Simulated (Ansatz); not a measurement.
**CH4AlBN+ (SMILES [BH2][AlH][C]#[NH+]): one structure at several levels**

A test off equilibrium: a structure displaced at random from a GFN2-xTB minimum is computed at several levels, and each is set against CCSD(T).

Computed with Ansatz 0.2.0, Gaussian basis. Level: single points in def2-TZVPP.

Correlated methods freeze the cores.

**1. The system as given**

SMILES `[BH2][AlH][C]#[NH+]`, 8 atoms, charge 1, spin multiplicity 1.

Atoms are counted from 1 here; the program's logs count them from 0.

Bond lengths: B1–Al2 2.125 Å, B1–H5 1.109 Å, B1–H6 1.197 Å, Al2–C3 2.106 Å, Al2–H7 1.639 Å, C3–N4 1.102 Å, N4–H8 0.951 Å. Angles: Al2–B1–H5 119.8°, Al2–B1–H6 122.0°, H5–B1–H6 117.6°, B1–Al2–C3 139.5°, B1–Al2–H7 142.7°, C3–Al2–H7 77.7°, Al2–C3–N4 152.8°, C3–N4–H8 175.5°.

As a file:

| atom | x (Å) | y (Å) | z (Å) |
| --- | --- | --- | --- |
| B1 | -0.57490 | 2.23900 | 0.43410 |
| Al2 | 0.25200 | 0.28270 | 0.35780 |
| C3 | -0.07280 | -1.55550 | -0.61740 |
| N4 | 0.19290 | -2.59750 | -0.86000 |
| H5 | -0.27340 | 2.99520 | -0.31900 |
| H6 | -1.47590 | 2.51820 | 1.17110 |
| H7 | 1.40720 | -0.67170 | 1.02100 |
| H8 | 0.41720 | -3.47750 | -1.14160 |

**2. CCSD(T)/def2-TZVPP**

run/in.yaml reads:

```yaml
crystal:
  periodic: [false, false, false]
  atoms:
    - {symbol: B, position_ang: [-0.574900, 2.239000, 0.434100]}
    - {symbol: Al, position_ang: [0.252000, 0.282700, 0.357800]}
    - {symbol: C, position_ang: [-0.072800, -1.555500, -0.617400]}
    - {symbol: N, position_ang: [0.192900, -2.597500, -0.860000]}
    - {symbol: H, position_ang: [-0.273400, 2.995200, -0.319000]}
    - {symbol: H, position_ang: [-1.475900, 2.518200, 1.171100]}
    - {symbol: H, position_ang: [1.407200, -0.671700, 1.021000]}
    - {symbol: H, position_ang: [0.417200, -3.477500, -1.141600]}
basis:
  gaussian: {orbitals: def2-TZVPP}
total_charge: 1
correlation: {method: ccsd_t}
output: {forces: true}
```

The command line of these runs was not kept.

**3. PBE0-D4/def2-TZVPP**

Edit run/in.yaml of step 2 so:

```diff
@@ -14,3 +14,3 @@
 total_charge: 1
-correlation: {method: ccsd_t}
-output: {forces: true}
+hamiltonian: {xc: pbe0, dispersion: d4}
+output: {forces: true, orbitals: {seedname: orbitals}}
```

**4. wB97M-V/def2-TZVPP**

Edit run/in.yaml of step 3 so:

```diff
@@ -14,3 +14,3 @@
 total_charge: 1
-hamiltonian: {xc: pbe0, dispersion: d4}
-output: {forces: true, orbitals: {seedname: orbitals}}
+hamiltonian: {xc: {name: wB97M-V}}
+output: {forces: true}
```

**5. r2SCAN-D4/def2-TZVPP**

Edit run/in.yaml of step 4 so:

```diff
@@ -14,3 +14,3 @@
 total_charge: 1
-hamiltonian: {xc: {name: wB97M-V}}
+hamiltonian: {xc: r2scan, dispersion: d4}
 output: {forces: true}
```

**6. PBE-D4/def2-TZVPP**

Edit run/in.yaml of step 5 so:

```diff
@@ -14,3 +14,3 @@
 total_charge: 1
-hamiltonian: {xc: r2scan, dispersion: d4}
+hamiltonian: {xc: pbe, dispersion: d4}
 output: {forces: true}
```

**7. SPW92/def2-TZVPP**

Edit run/in.yaml of step 6 so:

```diff
@@ -14,3 +14,3 @@
 total_charge: 1
-hamiltonian: {xc: pbe, dispersion: d4}
+hamiltonian: {xc: lda}
 output: {forces: true}
```

**8. CAM-B3LYP-D4/def2-TZVPP**

Edit run/in.yaml of step 7 so:

```diff
@@ -14,3 +14,3 @@
 total_charge: 1
-hamiltonian: {xc: lda}
+hamiltonian: {xc: {name: CAM-B3LYP}, dispersion: d4}
 output: {forces: true}
```

(Steps that only read results are left out.)

**Question.** What will these runs give? Wanted: energy less free atoms, CCSD(T)/def2-TZVPP; RMS force component; RMS force error; HOMO and LUMO, PBE0-D4; T1 diagnostic.

The runs gave:

| quantity | value |
| --- | --- |
| energy less free atoms, CCSD(T)/def2-TZVPP | -19.254 eV |
| RMS force component | 1.651 to 2.130 eV/Å over the methods |
| RMS force error | PBE0-D4 0.342, wB97M-V 0.388, r2SCAN-D4 0.215, PBE-D4 0.160, SPW92 0.337, CAM-B3LYP-D4 0.520 eV/Å |
| HOMO and LUMO, PBE0-D4 | -12.81 and -7.26 eV |
| T1 diagnostic | 0.012 |

What this shows: Against CCSD(T) the functionals' energies less atoms differ by -4.468 to -0.834 eV, PBE-D4 by -1.392 eV. CCSD(T) in triple zeta still lacks some correlation energy of the bonds, so part of these gaps is its own basis error and they don't rank the functionals. On forces the order runs from PBE-D4 to CAM-B3LYP-D4. Frozen-core CCSD(T) forces in triple zeta carry basis errors of their own, and this is one geometry, so small gaps rank nothing.
